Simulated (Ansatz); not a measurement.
## GeSb4Te7 under changes of volume

One of the cells (32.713 Å³/atom); the others are scaled copies at fixed shape and fractional positions:

```
Te Sb Ge
1.0
     4.28930    0.00000    0.00000
    -2.14465    3.71464    0.00000
     0.00000    0.00000   24.63778
Te Sb Ge
7 4 1
Cartesian
  0.0000 0.0000 6.9238
  0.0000 0.0000 0.0000
  0.0000 2.4764 14.0092
  2.1447 1.2382 10.6286
  0.0000 0.0000 17.7140
  2.1447 1.2382 3.7023
  0.0000 2.4764 20.9355
  2.1447 1.2382 16.0207
  0.0000 2.4764 1.9982
  0.0000 2.4764 8.6171
  2.1447 1.2382 22.6396
  0.0000 0.0000 12.3189
```

The cell is a database's computed one.

```yaml
Program: Ansatz 0.2.0
Functional: PBEsol
Potentials_or_basis: Ansatz PAW
Cutoff: "420 eV (not typed: the program's choice for these potentials)"
k_mesh: 7 × 7 × 2
Occupations: fermi-dirac, width 0.05 eV
Spin: no spin polarisation
```

```csv
volume (Å³/atom),energy over the lowest point (meV/atom),pressure (GPa),gap on the mesh (eV),largest force (eV/Å)
30.750,3.95,1.6,0.34,0.474
31.405,0.00,0.4,0.35,0.299
32.059,0.67,-0.7,0.36,0.136
32.713,?,?,?,?
33.368,13.93,-2.5,0.38,0.173
34.022,25.70,-3.3,0.39,0.304
34.676,40.40,-3.9,0.39,0.426
```

Question: What does the run at 32.713 Å³/atom give?

Answer: Energy over the lowest point 5.46 meV/atom; pressure -1.6 GPa; gap on the mesh 0.37 eV; largest force 0.067 eV/Å.

Worked out: A Birch-Murnaghan fit of order 3 (a polynomial in V^(-2/3)) to the other rows has its minimum at 31.63 Å³/atom with B0 = V·E''(V) = 52 GPa and B' = 4.4 at fixed shape and positions, which overstates the stiffness. It gives 5.45 meV/atom at 32.713 Å³/atom, against the run's 5.46, and -dE/dV = -1.6 GPa, against -1.6. A straight line through the other rows of the gap, of slope 0.447 eV per unit of ln V (its deformation potential), gives 0.37 eV, against the run's 0.37.

Energies are extrapolated to zero smearing.

Caveats: odd divisions of the mesh miss points on the zone boundary, where band edges often lie, so the gap on the mesh can be too wide; spin-orbit coupling is left out, which moves the levels of the heavy elements; this functional lacks dispersion, which binds the layers, so the pressure and a relaxed spacing across them are unreliable; the PAW data sets come from PBE, with cores solved anew for the run's functional, which leaves a small shift of forces and pressure.

A mesh can miss the band edges.
